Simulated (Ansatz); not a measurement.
# BH6NSiZn: the cost of one run

Program: Ansatz 0.2.0, driven from Python. Level of theory: r2SCAN/def2-SVPD. These are calculated values, not measurements.

## 1. The system

Bond lengths: N1–B2 1.454 Å, B2–Si3 1.924 Å, B2–Zn4 2.454 Å, N1–H5 1.086 Å, N1–H6 1.097 Å, Si3–H7 1.528 Å, Si3–H8 1.419 Å, Si3–H9 1.516 Å, Zn4–H10 1.621 Å. Angles: N1–B2–Si3 118.4°, N1–B2–Zn4 107.8°, Si3–B2–Zn4 106.0°, B2–N1–H5 109.1°, B2–N1–H6 109.1°, H5–N1–H6 102.7°, B2–Si3–H7 108.6°, B2–Si3–H8 110.9°, B2–Si3–H9 109.7°, H7–Si3–H8 108.2°, H7–Si3–H9 106.9°, H8–Si3–H9 112.2°, B2–Zn4–H10 57.4°.

The script holds or builds the structure itself.

## 2. Script

Input file bde.py:

```python
"""Cost of removing each kind of hydrogen from BH6NSiZn, fragments frozen."""

import ansatz as az


def energy(molecule, charge=0, unpaired=0):
    calc = molecule.calculation().basis(gaussian="def2-SVPD").functional("r2scan")
    if charge:
        calc = calc.charge(charge)
    if unpaired:
        calc = calc.spin("collinear", total=unpaired)
    return calc.run(threads=1, pin="off").report["free_energy_ev"]

def without(molecule, index):
    rest = az.Crystal.molecule()
    for i, site in enumerate(molecule.cartesian_sites):
        if i != index:
            rest = rest.atom(site.symbol, site.position_ang)
    return rest


def main() -> None:
    mol = (
        az.Crystal.molecule()
        .atom("N", [-1.2959, 0.9878, -0.1381])
        .atom("B", [0.0593, 0.4717, -0.0259])
        .atom("Si", [0.3414, -1.1443, 0.9799])
        .atom("Zn", [0.8778, 0.0104, -2.2925])
        .atom("H", [-1.5529, 1.0857, -1.1887])
        .atom("H", [-1.314, 2.0269, 0.2128])
        .atom("H", [1.8335, -1.4737, 0.9664])
        .atom("H", [-0.3593, -2.2324, 0.397])
        .atom("H", [-0.0486, -0.9205, 2.4275])
        .atom("H", [1.542, 1.1374, -1.3355])
    )

    whole = energy(mol, 0)
    hydrogen = energy(az.Crystal.molecule().atom("H", (0, 0, 0)), 0, 1)
    print(f"E(molecule) = {whole:.5f} eV, E(H) = {hydrogen:.5f} eV")
    for index in [5, 8, 9]:
        radical = energy(without(mol, index), 0, 1)
        print(f"H{index}: homolysis {(radical + hydrogen - whole):.3f} eV")


if __name__ == "__main__":
    main()
```

## 3. The calls as engine input

The package turns the script's settings into the engine's input (first run):

```yaml
crystal:
  periodic: [false, false, false]
  atoms:
    - { symbol: "N", position_ang: [-1.2959, 0.9878, -0.1381] }
    - { symbol: B, position_ang: [0.0593, 0.4717, -0.0259] }
    - { symbol: Si, position_ang: [0.3414, -1.1443, 0.9799] }
    - { symbol: Zn, position_ang: [0.8778, 0.0104, -2.2925] }
    - { symbol: H, position_ang: [-1.5529, 1.0857, -1.1887] }
    - { symbol: H, position_ang: [-1.314, 2.0269, 0.2128] }
    - { symbol: H, position_ang: [1.8335, -1.4737, 0.9664] }
    - { symbol: H, position_ang: [-0.3593, -2.2324, 0.397] }
    - { symbol: H, position_ang: [-0.0486, -0.9205, 2.4275] }
    - { symbol: H, position_ang: [1.542, 1.1374, -1.3355] }
basis:
  gaussian:
    orbitals: def2-SVPD
hamiltonian:
  xc: r2scan
```

## 4. Running it

Launch:

```sh
> python bde.py
```

**Question.** How long does this script take on 1 thread of Arm Neoverse V2, shared host, and how much memory does it need?

About 1.9 min, with a peak of 0.44 GiB.
